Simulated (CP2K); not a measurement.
# Bi2Te3 (Tellurobismuthite) (R-3m) in CP2K: further runs, part 2 of 3

CP2K 2026.2. The steps go on from the part before.

## Step 3: Band structure, r2SCAN

File bi2te3_bands.inp:

```
&GLOBAL
  PROJECT bi2te3_bands
  RUN_TYPE ENERGY_FORCE
  PRINT_LEVEL LOW
&END GLOBAL
&FORCE_EVAL
  METHOD QS
  STRESS_TENSOR ANALYTICAL
  &DFT
    BASIS_SET_FILE_NAME BASIS_MOLOPT_UZH
    POTENTIAL_FILE_NAME POTENTIAL_UZH
    &MGRID
      CUTOFF 675
      REL_CUTOFF 60
      NGRIDS 4
    &END MGRID
    &QS
      METHOD GPW
      EPS_DEFAULT 1.0E-10
    &END QS
    &KPOINTS
      SCHEME MONKHORST-PACK 7 7 7
      GAMMA_CENTERED T
      SYMMETRY T
      SYMMETRY_BACKEND SPGLIB
    &END KPOINTS
    &SCF
      SCF_GUESS ATOMIC
      EPS_SCF 1.0E-6
      MAX_SCF 100
      ADDED_MOS 16
      CHOLESKY OFF
      EPS_EIGVAL 1.0E-7
      &DIAGONALIZATION ON
        ALGORITHM STANDARD
      &END DIAGONALIZATION
      &MIXING ON
        METHOD BROYDEN_MIXING
        ALPHA 0.4
        BETA 1.5
        NBUFFER 8
      &END MIXING
      &SMEAR ON
        METHOD FERMI_DIRAC
        ELECTRONIC_TEMPERATURE [K] 300.557
      &END SMEAR
    &END SCF
    &XC
      &XC_FUNCTIONAL
        &MGGA_X_R2SCAN
        &END MGGA_X_R2SCAN
        &MGGA_C_R2SCAN
        &END MGGA_C_R2SCAN
      &END XC_FUNCTIONAL
    &END XC
    &PRINT
      &KPOINTS ON
      &END KPOINTS
      &MULLIKEN ON
      &END MULLIKEN
      &MO ON
        ENERGIES T
        OCCUPATION_NUMBERS T
        &EACH
          QS_SCF 0
        &END EACH
        ADD_LAST NUMERIC
      &END MO
      &LOWDIN ON
      &END LOWDIN
      &HIRSHFELD ON
        SHAPE_FUNCTION DENSITY
      &END HIRSHFELD
      &BAND_STRUCTURE
        FILE_NAME bands.bs
        ADDED_MOS 4
        &KPOINT_SET
          UNITS B_VECTOR
          NPOINTS 8
          SPECIAL_POINT GAMMA 0.00000000 0.00000000 0.00000000
          SPECIAL_POINT L 0.50000000 0.00000000 0.00000000
          SPECIAL_POINT B1 0.50000000 0.17700839 -0.17700839
        &END KPOINT_SET
        &KPOINT_SET
          UNITS B_VECTOR
          NPOINTS 8
          SPECIAL_POINT B 0.82299161 0.50000000 0.17700839
          SPECIAL_POINT Z 0.50000000 0.50000000 0.50000000
          SPECIAL_POINT GAMMA 0.00000000 0.00000000 0.00000000
          SPECIAL_POINT X 0.33850420 0.00000000 -0.33850420
        &END KPOINT_SET
        &KPOINT_SET
          UNITS B_VECTOR
          NPOINTS 8
          SPECIAL_POINT Q 0.66149580 0.33850420 0.00000000
          SPECIAL_POINT F 0.50000000 0.50000000 0.00000000
          SPECIAL_POINT P1 0.66149580 0.66149580 0.17700839
          SPECIAL_POINT Z 0.50000000 0.50000000 0.50000000
        &END KPOINT_SET
        &KPOINT_SET
          UNITS B_VECTOR
          NPOINTS 8
          SPECIAL_POINT L 0.50000000 0.00000000 0.00000000
          SPECIAL_POINT P 0.82299161 0.33850420 0.33850420
        &END KPOINT_SET
      &END BAND_STRUCTURE
    &END PRINT
  &END DFT
  &SUBSYS
    &CELL
      A 10.4763118882 0.0000000000 0.0000000000
      B 9.5581931740 4.2888289808 0.0000000000
      C 9.5581931740 2.0461426804 3.7692644054
      PERIODIC XYZ
    &END CELL
    &COORD
      SCALED
      Bi  0.6000000000 0.6000000000 0.6000000000
      Bi  0.4000000000 0.4000000000 0.4000000000
      Te  0.7905000000 0.7905000000 0.7905000000
      Te  0.2095000000 0.2095000000 0.2095000000
      Te  0.0000000000 0.0000000000 0.0000000000
    &END COORD
    &KIND Bi
      BASIS_SET TZVP-MOLOPT-SCAN-GTH-q5
      POTENTIAL GTH-SCAN-q5
    &END KIND
    &KIND Te
      BASIS_SET TZVP-MOLOPT-SCAN-GTH-q6
      POTENTIAL GTH-SCAN-q6
    &END KIND
    &PRINT
      &ATOMIC_COORDINATES ON
      &END ATOMIC_COORDINATES
      &CELL ON
      &END CELL
    &END PRINT
  &END SUBSYS
  &PRINT
    &FORCES ON
    &END FORCES
    &STRESS_TENSOR ON
    &END STRESS_TENSOR
  &END PRINT
&END FORCE_EVAL
```

Potentials or basis: POTENTIAL_UZH Bi GTH-SCAN-q5, Te GTH-SCAN-q6; TZVP-MOLOPT-SCAN-GTH basis.

On the command line:

```sh
$ OMP_NUM_THREADS=1 mpirun -n 4 cp2k.psmp -i bi2te3_bands.inp -o bi2te3_bands.out
```

bi2te3_bands.out:

```text

 CP2K| version string:                                       CP2K version 2026.2
 CP2K| Input file name                                          bi2te3_bands.inp

 GLOBAL| Force Environment number                                              1
 GLOBAL| Basis set file name                                    BASIS_MOLOPT_UZH
 GLOBAL| Potential file name                                       POTENTIAL_UZH
 GLOBAL| MM Potential file name                                     MM_POTENTIAL
 GLOBAL| Coordinate file name                                      __STD_INPUT__
 GLOBAL| Method name                                                        CP2K
 GLOBAL| Project name                                               bi2te3_bands
 GLOBAL| Run type                                                   ENERGY_FORCE
 GLOBAL| FFT library                                                       FFTW3
 GLOBAL| Diagonalization library                                       ScaLAPACK
 GLOBAL| Cholesky decomposition library                                ScaLAPACK
 GLOBAL| DGEMM library                                                      BLAS
 GLOBAL| Direct generalized diagonalization requested                          F
 GLOBAL| Matrix multiplication library                                 ScaLAPACK
 GLOBAL| Global print level                                                  LOW
 GLOBAL| Total number of message passing processes                             4
 GLOBAL| Number of threads for this process                                    1
 GLOBAL| CPU model name                                                  UNKNOWN

 CELL| Volume [angstrom^3]:                                           169.357234
 CELL| Vector a [angstrom]:      10.476     0.000     0.000   |a| =    10.476312
 CELL| Vector b [angstrom]:       9.558     4.289     0.000   |b| =    10.476312
 CELL| Vector c [angstrom]:       9.558     2.046     3.769   |c| =    10.476312
[... 628 lines left out ...]
 KPOINTS| Special point     4           X     0.338504     0.000000    -0.338504
 KPOINTS| Number of k-points in set    3                                      25
 KPOINTS| In units of b-vector [2pi/Bohr]
 KPOINTS| Special point     1           Q     0.661496     0.338504     0.000000
 KPOINTS| Special point     2           F     0.500000     0.500000     0.000000
 KPOINTS| Special point     3          P1     0.661496     0.661496     0.177008
 KPOINTS| Special point     4           Z     0.500000     0.500000     0.500000
 KPOINTS| Number of k-points in set    4                                       9
 KPOINTS| In units of b-vector [2pi/Bohr]
 KPOINTS| Special point     1           L     0.500000     0.000000     0.000000
 KPOINTS| Special point     2           P     0.822992     0.338504     0.338504

 ENERGY| Total FORCE_EVAL ( QS ) energy [hartree]            -35.648364550719599

 FORCES| Atomic forces [hartree/bohr]
 FORCES|   Atom     x               y               z               |f|
 FORCES|      1 -1.88497621E-03 -4.03518230E-04 -2.40233171E-04   1.94259472E-03
 FORCES|      2  1.88498437E-03  4.03515619E-04  2.40233529E-04   1.94260215E-03
 FORCES|      3 -6.89626125E-03 -1.47629039E-03 -8.78388990E-04   7.10699794E-03
 FORCES|      4  6.89625464E-03  1.47629656E-03  8.78380903E-04   7.10699181E-03
 FORCES|      5 -1.55798865E-09 -3.56031986E-09  7.72877793E-09   8.65085050E-09
 FORCES| Sum     2.28267822E-12  7.77924092E-13 -5.26977760E-13
 FORCES| Total atomic force                                       2.46849981E-12

 STRESS| Analytical stress tensor [bar]
 STRESS|                        x                   y                   z
 STRESS|      x        3.50467409710E+03  -1.61355166350E+02  -9.58267424298E+01
 STRESS|      y       -1.61355166350E+02   4.22387713976E+03  -2.05158055971E+01
 STRESS|      z       -9.58267424298E+01  -2.05158055971E+01   4.24694455224E+03
 STRESS| 1/3 Trace                                             3.99183192970E+03
 STRESS| Determinant                                           6.27173809571E+10

 STRESS| Eigenvectors and eigenvalues of the analytical stress tensor [bar]
 STRESS|                        1                   2                   3
 STRESS| Eigenvalues   3.45796038148E+03   4.25841866281E+03   4.25911674481E+03
 STRESS|      x           0.970388495043     -0.209669871502     -0.119936290056
 STRESS|      y           0.207732751517      0.977768188798     -0.028573990300
 STRESS|      z           0.123260993974      0.002813175905      0.992370300546
```

bands.bs:

```text
# Set 1: 3 special points, 17 k-points, 34 bands
#  Special point 1          0.00000000     0.00000000     0.00000000  GAMMA
#  Special point 2          0.50000000     0.00000000     0.00000000  L
#  Special point 3          0.50000000     0.17700839    -0.17700839  B1
#  Point 1      Spin 1:     0.00000000     0.00000000     0.00000000       0.05882353
#   Band    Energy [eV]     Occupation
       1    -9.48685083     2.00000000
       2    -8.70641052     2.00000000
       3    -7.47899768     2.00000000
       4    -4.71836055     2.00000000
       5    -4.16031558     2.00000000
       6     2.07066909     2.00000000
[... 602 lines left out ...]
      33    18.59718081     0.00000000
      34    19.11494613     0.00000000
# Set 2: 4 special points, 25 k-points, 34 bands
#  Special point 1          0.82299161     0.50000000     0.17700839  B
#  Special point 2          0.50000000     0.50000000     0.50000000  Z
#  Special point 3          0.00000000     0.00000000     0.00000000  GAMMA
#  Special point 4          0.33850420     0.00000000    -0.33850420  X
#  Point 1      Spin 1:     0.82299161     0.50000000     0.17700839       0.04000000
#   Band    Energy [eV]     Occupation
       1    -6.94814613     2.00000000
       2    -6.90793389     2.00000000
       3    -6.78465860     2.00000000
       4    -6.77954938     2.00000000
       5    -6.70437759     2.00000000
       6    -0.58388949     2.00000000
[... 851 lines left out ...]
      30    17.31870650     0.00000000
      31    17.44178559     0.00000000
      32    17.
```

It took 7.2 min on 4 MPI ranks of Arm Neoverse V1, shared host.

Results:

* Free energy: -970.0413 eV
* Pressure: 0.4 GPa
* Largest force: 0.365 eV/Å
* Band gap along the path: 0.43 eV, direct
* Mulliken charges: Bi +0.52; Te -0.26, -0.51 e
* Hirshfeld charges: Bi +0.18; Te -0.10, -0.17 e

Forces in eV/Å, atoms in the order of the input:
```
Bi  -0.097 -0.021 -0.012
Bi   0.097  0.021  0.012
Te  -0.355 -0.076 -0.045
Te   0.355  0.076  0.045
Te   0.000  0.000  0.000
```

Levels at the corners of the path, in eV from the valence-band top:
```csv
point,band 12,band 13,band 14,band 15,band 16,band 17
Γ,-1.22,-1.22,0.00,0.43,0.58,0.58
L,-2.65,-1.27,-0.62,0.66,1.02,2.82
B1,-2.19,-1.22,-0.92,1.30,1.48,2.59
B,-2.19,-1.22,-0.92,1.30,1.48,2.59
Z,-1.49,-1.49,-0.49,0.95,1.06,1.06
Γ,-1.22,-1.22,0.00,0.43,0.58,0.58
X,-1.90,-1.55,-0.84,1.16,2.09,2.09
Q,-1.90,-1.55,-0.84,1.16,2.09,2.09
F,-2.00,-1.88,-1.15,0.91,1.68,1.99
P1,-1.69,-1.57,-1.33,1.24,1.43,1.63
Z,-1.49,-1.49,-0.49,0.95,1.06,1.06
L,-2.65,-1.27,-0.62,0.66,1.02,2.82
P,-1.69,-1.57,-1.33,1.24,1.43,1.63
```

Caveat: Mulliken charges move with the basis; spin-orbit coupling is left out, which moves the levels of the heavy elements; the basis of atomic orbitals isn't converged, which shifts pressures, moduli and gaps.

[end of part 2 of 3]
